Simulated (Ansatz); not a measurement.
# MnS (Fm-3m): compression over a wide range

Aim: energy and pressure of MnS (Fm-3m) over a wide range of volumes, and a fit.

The COD entry's cell or inner coordinates are ideal or old and differ from later refinements, so a difference from it is no clean test against experiment.

Method: DFT PBE+U (U_eff = 3.9 eV on Mn 3d), scalar-relativistic, plane waves, PAW, in Ansatz 0.2.0.

### Step 1. The starting structure

The structure is trigonal, space group R-3m (No. 166). Conventional cell: a = 3.739 Å, b = 3.739 Å, c = 9.101 Å, α = 90.00°, β = 90.00°, γ = 120.00°. Mn (site symmetry -3m) is surrounded by 6 S at 2.64 Å. S (site symmetry -3m) has 6 Mn at 2.64 Å as nearest neighbours.

As a file:

```cif
data_structure
_symmetry_space_group_name_H-M 'R-3m:H'
_symmetry_Int_Tables_number 166
_cell_length_a 3.7389
_cell_length_b 3.7389
_cell_length_c 9.1013
_cell_angle_alpha 90.000
_cell_angle_beta 90.000
_cell_angle_gamma 120.000
_cell_volume 110.18
loop_
_atom_site_label
_atom_site_type_symbol
_atom_site_symmetry_multiplicity
_atom_site_Wyckoff_symbol
_atom_site_fract_x
_atom_site_fract_y
_atom_site_fract_z
_atom_site_occupancy
Mn1 Mn 3 a 0.00000 0.00000 0.00000 1
S1 S 3 b 0.33333 0.66667 0.16667 1
```

This cell comes from an earlier session at PBE+U (U_eff = 3.9 eV on Mn 3d): 18.364 Å³/atom at 0.01 GPa, on a 8×8×8 mesh. The large moments point both ways and cancel.

### Step 2. Volume × 0.96

Input file input.yaml:

```yaml
crystal:
  lattice:
    - [-2.5864045874, -2.5864045874, 5.1944414287]
    - [-5.1944414287, -2.5864045874, 2.5864045874]
    - [-2.5864045874, -5.1944414287, 2.5864045874]
  atoms:
    - { symbol: Mn, position: [0.0, 0.0, 0.0], spin: 4.9 }
    - { symbol: S, position: [1.2499999968, -0.7500000032, -0.7500000032] }
    - { symbol: Mn, position: [0.5, 0.5, 0.5], spin: -4.9 }
    - { symbol: S, position: [1.7500000032, -0.2499999968, -0.2499999968] }
basis:
  ecutwfc: 420
  ecutrho_ratio: 4
kpoints:
  mp_grid: { grid: [8, 8, 8] }
hamiltonian:
  xc: pbe
  hubbard:
    sites:
      - { species: Mn, l: d, u_eff: 3.9, starting_ns: start.occupation_matrices }
    ns_hold: { iters: 6 }
scf:
  occupations: { method: gaussian, width: 0.05 }
  lower_state_search: "off"
output:
  forces: true
  stress: true
  eigenvalues: true
  populations: true
magnetization:
  spin_polarized: true
relax:
  f_tol: 0.01
  max_steps: 40
  cell: { stress_tol: 0.1, fix: [volume] }
```

The open shells start from the occupation matrices of the run at the neighbouring geometry (file start.occupation_matrices).

Command:

```sh
$ ansatz run input.yaml --threads 2 --pin off --max-ram 5120MiB --backend cpu --events-out ev --progress --plain --runs-dir out
```

After this run come: Volume × 1.04; Volume × 0.92; Volume × 0.88; Volume × 0.84; Volume × 0.8; Volume × 0.76; Volume × 0.72.

Q: Predict the outcome of this session. Wanted: range of pressure; V0; B0; B0′.

**Answer**, as computed:

```
         quantity             value
range of pressure  -2.7 to 46.9 GPa
         V0 (fit)     18.36 Å³/atom
         B0 (fit)            76 GPa
        B0′ (fit)              3.89
```

A third-order Birch-Murnaghan fit follows the points with an rms miss of 0.05 meV/atom. Shape and atoms relax at each volume. Other structures may be lower in enthalpy at these pressures. With a Hubbard U or exact exchange the result depends on the state in which the open shell ends, and a lower one can't be excluded.
